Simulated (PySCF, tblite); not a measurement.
# C3H8BO2Si radical: geometry, infrared bands and EPR parameters

Wanted: the infrared bands and EPR parameters of C3H8BO2Si radical (`OB(O[SiH2])C1CC1`), by calculation.

Computed with tblite 0.8.0 and PySCF 2.14.0, with density-fitted response routines of our own, on a single molecule in the gas phase. Atoms count from 0, in the outputs and in this text.

## 1. The molecule as given

15 atoms, charge 0, multiplicity 2; geometry from: force field or distance geometry start.

Bonds of the start (Å): O0–B1 1.48, B1–O2 1.47, O2–Si3 1.70, B1–C4 1.59, C4–C5 1.52, C5–C6 1.52, C6–C4 1.50, O0–H7 0.99, Si3–H8 1.47, Si3–H9 1.46, C4–H10 1.12, C5–H11 1.10, C5–H12 1.11, C6–H13 1.11, C6–H14 1.10.

## 2. Relaxing the molecule with GFN2-xTB

Job settings and geometry (Å):

```
{"job": {"kind": "relax", "xc": "GFN2-xTB", "basis": "xTB"}, "charge": 0, "multiplicity": 2}
O      0.870200    -1.326500     0.598500
B      0.577600    -0.115600    -0.209300
O      1.605700     0.179800    -1.216400
Si     3.124600    -0.090600    -0.510800
C     -0.931200     0.033300    -0.675400
C     -2.007300    -0.281100     0.352800
C     -1.781500     1.142600    -0.135300
H      0.616200    -2.072500    -0.006000
H      3.409100     1.048400     0.370600
H      4.184300    -0.209100    -1.503500
H     -1.137900    -0.263900    -1.740300
H     -1.657400    -0.493500     1.378800
H     -2.872500    -0.852400    -0.053600
H     -2.589800     1.479700    -0.825400
H     -1.414300     1.829500     0.647800
```

On the command line:

```sh
OMP_NUM_THREADS=1 python probes_run.py task.json out
```

This one command runs all jobs of the session in turn.

Log:

```text
step      E/eV     max force
  0    -587.35627    3.814
  1    -587.82979    2.743
  2    -588.16291    2.595
  3    -588.26019    0.686
  4    -588.30336    0.680
  5    -588.36825    1.089
  6    -588.41578    1.106
  7    -588.47948    0.727
  8    -588.52177    0.557
  9    -588.56404    0.781
 10    -588.61165    0.854
 11    -588.67326    0.838
 12    -588.73275    0.866
 13    -588.76228    1.489
 14    -588.81651    1.277
 15    -588.85856    0.705
 16    -588.89267    0.503
 17    -588.91171    0.475
 18    -588.93028    0.440
 19    -588.94489    0.302
 20    -588.95549    0.466
 21    -588.96476    0.313
 22    -588.97478    0.272
 23    -588.98448    0.256
 24    -588.98895    0.288
 25    -588.99841    0.287
 26    -589.00694    0.280
 27    -589.01557    0.201
 28    -589.02100    0.216
 29    -589.02512    0.235
 30    -589.02985    0.203
 31    -589.03483    0.211
 32    -589.03889    0.149
 33    -589.04215    0.164
 34    -589.04532    0.164
 35    -589.04883    0.146
 36    -589.05265    0.139
 37    -589.05642    0.149
 38    -589.06008    0.142
 39    -589.06366    0.129
 40    -589.06684    0.115
 41    -589.06933    0.135
 42    -589.07136    0.111
 43    -589.07318    0.100
 44    -589.07494    0.107
 45    -589.07683    0.134
 46    -589.07912    0.184
 47    -589.08210    0.187
 48    -589.08539    0.131
 49    -589.08780    0.195
 50    -589.08901    0.098
 51    -589.09015    0.076
 52    -589.09096    0.080
 53    -589.09191    0.061
 54    -589.09288    0.053
 55    -589.09373    0.059
 56    -589.09421    0.063
 57    -589.09452    0.043
 58    -589.09477    0.040
 59    -589.09500    0.040
 60    -589.09522    0.044
 61    -589.09549    0.052
 62    -589.09584    0.042
 63    -589.09629    0.062
 64    -589.09678    0.060
 65    -589.09714    0.039
 66    -589.09733    0.038
 67    -589.09750    0.038
 68    -589.09776    0.049
 69    -589.09808    0.058
 70    -589.09840    0.045
 71    -589.09862    0.031
 72    -589.09873    0.023
 73    -589.09879    0.024
 74    -589.09886    0.021
 75    -589.09895    0.026
 76    -589.09914    0.039
 77    -589.09952    0.068
 78    -589.10017    0.103
 79    -589.10107    0.123
 80    -589.10206    0.108
 81    -589.10298    0.071
 82    -589.10399    0.079
 83    -589.10530    0.121
 84    -589.10694    0.112
 85    -589.10799    0.098
 86    -589.10895    0.090
 87    -589.10947    0.113
 88    -589.11038    0.090
 89    -589.11231    0.075
 90    -589.11302    0.085
 91    -589.11356    0.068
 92    -589.11393    0.052
 93    -589.11419    0.044
 94    -589.11474    0.044
 95    -589.11508    0.049
 96    -589.11591    0.066
 97    -589.11720    0.109
 98    -589.11903    0.105
 99    -589.12106    0.170
100    -589.12327    0.127
101    -589.12599    0.105
102    -589.12793    0.123
103    -589.13400    0.179
104    -589.14161    0.204
105    -589.15120    0.260
106    -589.14866    0.385
107    -589.15821    0.288
108    -589.16520    0.223
109    -589.16918    0.134
110    -589.17435    0.184
111    -589.17886    0.237
112    -589.18272    0.424
113    -589.18948    0.219
114    -589.19107    0.253
115    -589.20112    0.224
116    -589.20546    0.225
117    -589.21088    0.142
118    -589.21377    0.157
119    -589.21543    0.084
120    -589.21609    0.094
121    -589.21675    0.071
122    -589.21764    0.058
123    -589.21836    0.083
124    -589.21918    0.073
125    -589.21977    0.066
126    -589.22010    0.064
127    -589.22042    0.057
128    -589.22093    0.049
129    -589.22147    0.064
130    -589.22188    0.063
131    -589.22219    0.051
132    -589.22240    0.044
133    -589.22253    0.035
134    -589.22262    0.030
135    -589.22267    0.028
136    -589.22275    0.024
137    -589.22281    0.017
138    -589.22283    0.011
139    -589.22285    0.010
140    -589.22286    0.008
```

It took 0.7 s on 1 thread of Arm Neoverse V2, shared host.

Step by step: (not every step is listed)

| step | energy from step 0 (eV) | largest force (eV/Å) |
| --- | --- | --- |
| 0 | 0.0000 | 3.8140 |
| 1 | -0.4735 | 2.7426 |
| 2 | -0.8066 | 2.5946 |
| 3 | -0.9039 | 0.6864 |
| 4 | -0.9471 | 0.6799 |
| 5 | -1.0120 | 1.0889 |
| 6 | -1.0595 | 1.1064 |
| 7 | -1.1232 | 0.7267 |
| 8 | -1.1655 | 0.5574 |
| 20 | -1.5992 | 0.4656 |
| 32 | -1.6826 | 0.1491 |
| 44 | -1.7187 | 0.1070 |
| 56 | -1.7379 | 0.0627 |
| 68 | -1.7415 | 0.0493 |
| 80 | -1.7458 | 0.1083 |
| 92 | -1.7577 | 0.0523 |
| 104 | -1.7853 | 0.2038 |
| 116 | -1.8492 | 0.2253 |
| 128 | -1.8647 | 0.0492 |
| 135 | -1.8664 | 0.0284 |
| 136 | -1.8665 | 0.0244 |
| 137 | -1.8665 | 0.0166 |
| 138 | -1.8666 | 0.0110 |
| 139 | -1.8666 | 0.0105 |
| 140 | -1.8666 | 0.0078 |

Distances of close pairs at the start and the end, largest changes first:

| bond | before (Å) | after (Å) | change (Å) |
| --- | --- | --- | --- |
| B1–O2 | 1.469 | 1.335 | -0.134 |
| O0–B1 | 1.485 | 1.363 | -0.122 |
| O2–Si3 | 1.696 | 1.619 | -0.078 |
| C4–H10 | 1.125 | 1.084 | -0.040 |
| O0–H7 | 0.993 | 0.957 | -0.037 |
| C6–H13 | 1.115 | 1.080 | -0.035 |
| C5–H12 | 1.114 | 1.079 | -0.034 |
| C5–C6 | 1.522 | 1.489 | -0.033 |

The final coordinates are the input of the step that follows.

## 3. Infrared spectrum with GFN2-xTB

Job settings and geometry (Å):

```
{"job": {"kind": "ir", "xc": "GFN2-xTB", "basis": "xTB"}, "charge": 0, "multiplicity": 2}
O      0.850987    -0.457836     1.186570
B      0.642828    -0.158226    -0.126759
O      1.697869    -0.122820    -0.944313
Si     3.300946    -0.288449    -1.096183
C     -0.793892     0.135385    -0.716891
C     -2.002926    -0.635330    -0.235559
C     -1.861158     0.803736     0.119158
H      0.063410    -0.479582     1.729052
H      4.038392    -0.117775     0.146974
H      3.612974     0.640740    -2.171270
H     -0.813992     0.395553    -1.769342
H     -1.861394    -1.376859     0.538240
H     -2.747700    -0.916114    -0.964705
H     -2.508012     1.520630    -0.363605
H     -1.622746     1.064937     1.141064
```

Log:

```text
mode    cm-1     km/mol
  1      46.1      0.12
  2      70.0      2.82
  3      79.5      1.01
  4     117.7      2.58
  5     182.8      4.24
  6     216.3      3.83
  7     306.2      2.83
  8     446.7     13.71
  9     530.4     44.29
 10     576.7     51.48
 11     583.3     94.46
 12     623.1    100.86
 13     665.7     36.83
 14     730.6    177.07
 15     807.7      8.10
 16     841.7     55.32
 17     861.7      9.73
 18     940.4      0.13
 19     985.5    124.47
 20    1010.6      1.38
 21    1028.7     42.57
 22    1065.2      5.03
 23    1066.6     18.48
 24    1118.8      0.34
 25    1164.0      0.26
 26    1194.8    268.54
 27    1242.8     29.76
 28    1330.1    382.24
 29    1369.3    349.68
 30    1451.2      0.41
 31    1492.7      8.60
 32    2306.5    380.48
 33    2318.7    278.69
 34    3043.2     27.82
 35    3063.7     24.21
 36    3072.1     39.38
 37    3086.2     25.49
 38    3098.5     71.32
 39    3631.8     15.50
```

Run time: 0.35 s. Hardware: 1 thread of Arm Neoverse V2, shared host.

The strongest bands and the atoms that carry them (share of the mass-weighted mode):

```csv
cm⁻¹,km/mol,atoms
623,100.9,"H9 51 %, H8 30 %"
731,177.1,"H9 56 %, H8 38 %"
986,124.5,"H7 44 %, C4 12 %"
1195,268.5,"B1 59 %, O0 17 %"
1330,382.2,"B1 33 %, O2 24 %, C4 13 %"
1369,349.7,"C4 28 %, B1 25 %, H10 11 %"
2306,380.5,H8 95 %
2319,278.7,H9 96 %
```

## 4. g tensor and hyperfine couplings: B3LYP/pcH-1

Same as in step 3 but for these lines:

```diff
@@ -1,2 +1,2 @@
-{"job": {"kind": "ir", "xc": "GFN2-xTB", "basis": "xTB"}, "charge": 0, "multiplicity": 2}
+{"job": {"kind": "epr", "basis": "pcH-1"}, "charge": 0, "multiplicity": 2}
 O      0.850987    -0.457836     1.186570
```

Method: UKS B3LYP, pcH-1 on B C H O Si, non-relativistic, mean-field spin-orbit, GIAO.

Log:

```text
UKS, coarse grid
  cycle   1  E = -583.83534046  |g| = 7.36e-01
  cycle   2  E = -583.47390142  |g| = 1.22e+00
  cycle   3  E = -584.02184428  |g| = 1.19e-01
  cycle   4  E = -584.02578467  |g| = 7.00e-02
  cycle   5  E = -584.02762265  |g| = 1.40e-02
  cycle   6  E = -584.02768110  |g| = 6.21e-03
  cycle   7  E = -584.02769795  |g| = 7.97e-04
  cycle   8  E = -584.02769849  |g| = 2.88e-04
UKS, final grid
  cycle   1  E = -584.02765745  |g| = 3.34e-04
  cycle   2  E = -584.02765740  |g| = 4.97e-04
  cycle   3  E = -584.02765749  |g| = 5.96e-05
  cycle   4  E = -584.02765749  |g| = 1.24e-05
E = -584.02765749 Eh   <S^2> = 0.7511 (exact 0.7500)
g shifts (ppm)      1          2          3
  rmc          -143       -143       -143
  gc             68         20         60
  oz_so       -1121        -56       2046
  total       -1196       -178       1963
hyperfine (MHz)  atom isotope    a_iso     a_fc   dipolar eigenvalues
    0   17O      -0.03      -0.03     -1.13      0.25      0.88
    1   11B       0.94       0.95     -2.43     -0.05      2.48
    2   17O     -23.25     -23.17    -22.25     10.53     11.72
    3  29Si    -549.03    -550.09   -162.25     80.80     81.45
    4   13C      -0.62      -0.61     -0.35     -0.18      0.52
    5   13C       1.09       1.09     -0.38     -0.36      0.74
    6   13C       0.20       0.20     -0.19     -0.17      0.36
    7    1H      -0.40      -0.40     -1.09     -0.95      2.04
    8    1H      86.85      86.84     -9.22      0.97      8.25
    9    1H      78.21      78.20     -9.01      0.82      8.19
   10    1H       0.07       0.07     -0.98     -0.92      1.90
   11    1H      -0.20      -0.20     -0.56     -0.36      0.93
   12    1H       0.14       0.14     -0.46     -0.29      0.75
   13    1H       0.02       0.01     -0.34     -0.32      0.66
   14    1H       0.10       0.10     -0.46     -0.40      0.86
```

Run time: 68 s. Hardware: 1 thread of Arm Neoverse V2, shared host; peak memory 0.97 GiB.

Principal g values 2.00112, 2.00214, 2.00428; g(iso) = 2.00252, against 2.00232 for a free electron.

Mean a(iso) over the nuclei that a row names, and the largest dipolar term of the row (other rows stand at the frozen geometry):

```
  nuclei  isotope  a(iso) (MHz)  a(iso) (G, at g = 2.0023)  largest dipolar term (MHz)
     Si3     29Si        -549.0                     -195.9                      -162.2
  H8, H9       1H          82.5                       29.4                        -9.2
      O2      17O         -23.2                       -8.3                       -22.3
      B1      11B           0.9                        0.3                         2.5
  C5, C6      13C           0.6                        0.2                         0.7
      C4      13C          -0.6                       -0.2                         0.5
      H7       1H          -0.4                       -0.1                         2.0
H12, H13       1H           0.1                        0.0                         0.7
     H10       1H           0.1                        0.0                         1.9
H11, H14       1H          -0.1                        0.0                         0.9
      O0      17O           0.0                        0.0                        -1.1
```

Mulliken spin populations:

O0 0.00; B1 0.01; O2 0.03; Si3 0.90; C4 0.00; C5 0.00; C6 0.00; H7 0.00; H8 0.03; H9 0.03; H10 0.00; H11 0.00; H12 0.00; H13 0.00; H14 0.00

In first order the couplings over 0.8 MHz of 1H, 11B give 12 distinct lines over 59.9 G, if the averaged nuclei exchange fast; the same motion can average rows kept apart here too.

Orbitals, density, ELF and potential are computed afterwards from the orbital file.

ELF in a plane through or near 8 of the atoms.

Values, 10 rows by 14 columns:
```
0.00 0.00 0.00 0.00 0.00 0.00 0.00 0.00 0.00 0.00 0.00 0.00 0.00 0.00
0.00 0.00 0.00 0.00 0.00 0.01 0.04 0.04 0.00 0.00 0.00 0.00 0.00 0.00
0.00 0.00 0.20 0.41 0.00 0.46 0.68 0.87 0.28 0.00 0.00 0.00 0.00 0.00
0.00 0.12 0.99 1.00 0.03 0.28 0.21 0.70 0.02 0.06 0.03 0.00 0.00 0.00
0.00 0.03 0.81 0.79 0.33 0.59 0.54 0.57 0.15 0.74 0.34 0.02 0.00 0.00
0.00 0.01 0.20 0.52 0.45 0.28 0.33 0.70 0.34 0.73 0.22 0.02 0.00 0.00
0.00 0.05 0.93 1.00 0.11 0.72 0.03 0.97 0.89 0.02 0.02 0.00 0.00 0.00
0.00 0.03 0.89 0.98 0.05 0.01 0.01 0.99 0.93 0.00 0.00 0.00 0.00 0.00
0.00 0.00 0.01 0.05 0.00 0.00 0.00 0.03 0.02 0.00 0.00 0.00 0.00 0.00
0.00 0.00 0.00 0.00 0.00 0.00 0.00 0.00 0.00 0.00 0.00 0.00 0.00 0.00
```
The map spans 13.1 Å across and 9.2 Å up, centred on the molecule. Atoms in the plane (x, y in Å): O0 (-0.6, 1.6), B1 (-0.6, 0.2), O2 (-1.8, -0.4), C4 (0.7, -0.6), H7 (0.2, 2.0), H8 (-3.9, 1.0), H9 (-3.8, -1.5), H10 (0.6, -1.7).

log10 of the density (e/Å³) in the same plane.

Ten even steps from ' ' (-4.0) to '@' (1.3):
```
                                                        
                                                        
                    ::--------::..                      
      ....::::....::--==++++====--..                    
    ..::::----::::--==********++==::::..                
    ::--==++++==--==++##%%%%##**==------::..            
  ..::==++****++====++%%@@%%##++========--::..          
  ..--==++####**++++++##%%%%**++++++++++==--::          
  ..--==++####******####@@%%******####**++==::..        
  ..--==++**%%%%##%%%%##%%%%############++==--..        
  ..--==++**@@@@##%%@@%%####%%@@######**++==--..        
  ..--==++**####**##%%##****##%%##******++==::..        
  ..::==++####**++++**++++++######++======--::          
  ..::--++******==========++**##**==------::..          
    ::--==++++==------::--==++++++==--::....            
    ..::::------::........::------::..                  
      ....::::::..        ..::::....                    
          ....                                          
                                                        
                                                        
```
The map spans 13.1 Å across and 9.2 Å up, centred on the molecule. Atoms in the plane (x, y in Å): O0 (-0.6, 1.6), B1 (-0.6, 0.2), O2 (-1.8, -0.4), C4 (0.7, -0.6), H7 (0.2, 2.0), H8 (-3.9, 1.0), H9 (-3.8, -1.5), H10 (0.6, -1.7).

On the surface of density 0.002 e/bohr³ the electrostatic potential runs, from the 1st to the 99th percentile, from -1.24 V near O0 to 2.12 V near H7.

The spin density lies nearest to Si3 64 %; H8 16 %; H9 9 %; O2 7 %.

## 5. Summary of results

| quantity | value |
| --- | --- |
| strongest single infrared mode (GFN2-xTB) | 1330 cm⁻¹, 382 km/mol |
| zero-point energy (GFN2-xTB) | 68.3 kcal/mol |
| g(iso) (B3LYP) | 2.00252 |
| ⟨S²⟩ | 0.751 (exact 0.75) |
| largest a(iso) (averaged by class) | 29Si on Si3, -549.0 MHz |
| potential on the surface of density 0.002 e/bohr³, 1st and 99th percentile | -1.24 V and 2.12 V |

**Reading.** The optimisation took 140 steps and gained 1.867 eV; among the close pairs (by a distance rule), B1–O2 changed most, from 1.469 to 1.335 Å. All 39 modes are real, so the xTB geometry is a minimum. The strongest single mode, at 1330 cm⁻¹, is spread over many atoms; the largest shares are those of B1, O2. Unscaled tight-binding wavenumbers are off by several per cent, some by more. Its intensities can rank the bands wrongly. Most of the unpaired spin sits on Si3 (0.90 e). The isotropic g lies 0.2 ppt above the free-electron value. These values are for one conformer; the search (at its own cheap level) found 2 more, at 0.02, 0.88 kcal/mol (those within 0.05 may be mirror or relabelled copies), and measured spectra average over such forms.
